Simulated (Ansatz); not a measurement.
# In4P4 wurtzite atom sphere (In₄P₄H₁₄): geometry, orbitals and charge

Aim: characterise In4P4 wurtzite atom sphere (In₄P₄H₁₄) as a singlet: its structure, frontier levels and distribution of charge.

Program: Ansatz 0.2.0, Gaussian basis. Level of theory: RKS PBE0-D4/def2-TZVP. These are calculated values, not measurements.

The runs, in order: relaxation at PBE-D4/def2-SVP; a single point at PBE0-D4/def2-TZVP.

## Step 1: Starting geometry

22 atoms, charge 0, spin multiplicity 1.

Atoms are counted from 1 here; the program's logs count them from 0.

Bond lengths: In1–P2 2.702 Å, In1–P4 2.586 Å, In1–H9 1.704 Å, In1–H10 1.705 Å, P2–In6 2.602 Å, P2–H11 1.388 Å, P2–H12 1.388 Å, In3–P4 2.586 Å, In3–P5 2.701 Å, In3–H13 1.703 Å, In3–H14 1.704 Å, P4–In7 2.588 Å, P4–H15 1.390 Å, P5–In6 2.601 Å, P5–H16 1.388 Å, P5–H17 1.388 Å, In6–P8 2.603 Å, In6–H18 1.723 Å and more. Angles: P2–In1–P4 94.9°, P2–In1–H9 103.6°, P2–In1–H10 103.6°, P4–In1–H9 111.6°, P4–In1–H10 111.4°, H9–In1–H10 126.1°, In1–P2–In6 124.9°, In1–P2–H11 111.9°, In1–P2–H12 112.2°, In6–P2–H11 104.4°, In6–P2–H12 104.5°, H11–P2–H12 94.5°, P4–In3–P5 95.1°, P4–In3–H13 111.4°, P4–In3–H14 111.4°, P5–In3–H13 103.5°, P5–In3–H14 103.7°, H13–In3–H14 126.1° and more.

As a file:

```xyz
22

In   -2.2069   -1.2670   -1.4998
P    -1.9649   -1.1326    1.1882
In    2.1982   -1.2784   -1.5024
P    -0.0015   -0.0077   -1.9850
P     1.9734   -1.1308    1.1857
In    0.0053    0.0060    2.4500
In    0.0015    2.5350   -1.5044
P     0.0028    2.2790    1.1818
H    -2.0630   -2.9321   -1.8310
H    -3.5656   -0.2916   -1.8300
H    -2.0773   -2.3826    1.7818
H    -3.1060   -0.6234    1.7923
H     2.0380   -2.9433   -1.8239
H     3.5615   -0.3157   -1.8465
H    -0.0027   -0.0071   -3.3755
H     2.0940   -2.3770    1.7845
H     3.1157   -0.6145    1.7821
H     0.0004    0.0089    4.1729
H    -1.5179    3.2310   -1.8365
H     1.5206    3.2269   -1.8419
H    -1.0212    3.0034    1.7757
H     1.0155    3.0137    1.7820
```

In takes a core potential in the def2 sets. No spin-orbit coupling is included.

The start is a GFN2-xTB geometry.

## Step 2: Optimising with PBE-D4/def2-SVP

The input, in.yaml:

```yaml
crystal:
  periodic: [false, false, false]
  atoms:
    - {symbol: In, position_ang: [-2.206860, -1.266950, -1.499760]}
    - {symbol: P, position_ang: [-1.964890, -1.132600, 1.188230]}
    - {symbol: In, position_ang: [2.198160, -1.278350, -1.502380]}
    - {symbol: P, position_ang: [-0.001470, -0.007740, -1.985050]}
    - {symbol: P, position_ang: [1.973410, -1.130850, 1.185650]}
    - {symbol: In, position_ang: [0.005250, 0.005960, 2.449960]}
    - {symbol: In, position_ang: [0.001490, 2.534960, -1.504390]}
    - {symbol: P, position_ang: [0.002770, 2.278950, 1.181830]}
    - {symbol: H, position_ang: [-2.063040, -2.932120, -1.831030]}
    - {symbol: H, position_ang: [-3.565610, -0.291640, -1.830050]}
    - {symbol: H, position_ang: [-2.077290, -2.382630, 1.781790]}
    - {symbol: H, position_ang: [-3.105980, -0.623390, 1.792260]}
    - {symbol: H, position_ang: [2.037970, -2.943330, -1.823930]}
    - {symbol: H, position_ang: [3.561520, -0.315660, -1.846470]}
    - {symbol: H, position_ang: [-0.002660, -0.007120, -3.375490]}
    - {symbol: H, position_ang: [2.093970, -2.377040, 1.784520]}
    - {symbol: H, position_ang: [3.115720, -0.614520, 1.782100]}
    - {symbol: H, position_ang: [0.000420, 0.008940, 4.172940]}
    - {symbol: H, position_ang: [-1.517870, 3.231040, -1.836550]}
    - {symbol: H, position_ang: [1.520620, 3.226930, -1.841890]}
    - {symbol: H, position_ang: [-1.021170, 3.003440, 1.775680]}
    - {symbol: H, position_ang: [1.015520, 3.013710, 1.782030]}
basis:
  gaussian: {orbitals: def2-SVP}
hamiltonian: {xc: pbe, dispersion: d4}
scf: {lower_state_search: "off"}
output: {orbitals: {seedname: orbitals}}
relax: {f_tol: 0.03, max_steps: 70}
```

The run is started by

```bash
$ ansatz run in.yaml --threads 2 --pin off --events-out ev --progress --plain --max-ram 32768MiB --backend cuda --devices 0, --max-vram 18GiB
```

Further steps of the session: Single point, PBE0-D4/def2-TZVP.

Q: Predict the results of all the runs planned. Wanted: point group; commonest bond, hydrogen aside; HOMO, LUMO at PBE0-D4/def2-TZVP; dipole at PBE-D4/def2-SVP.

The runs gave:

| quantity | value |
| --- | --- |
| point group | C3v |
| commonest bond, hydrogen aside | In–P, 9 of mean length 2.637 Å |
| HOMO, LUMO at PBE0-D4/def2-TZVP | -7.02, -1.29 eV |
| dipole at PBE-D4/def2-SVP | 4.03 D |

In words: The molecule keeps its bonding pattern by the stored test; the atoms moved 0.04 Å (rms). No usable vibrations, so a minimum isn't proven. Whether this spin is the lowest isn't tested here.
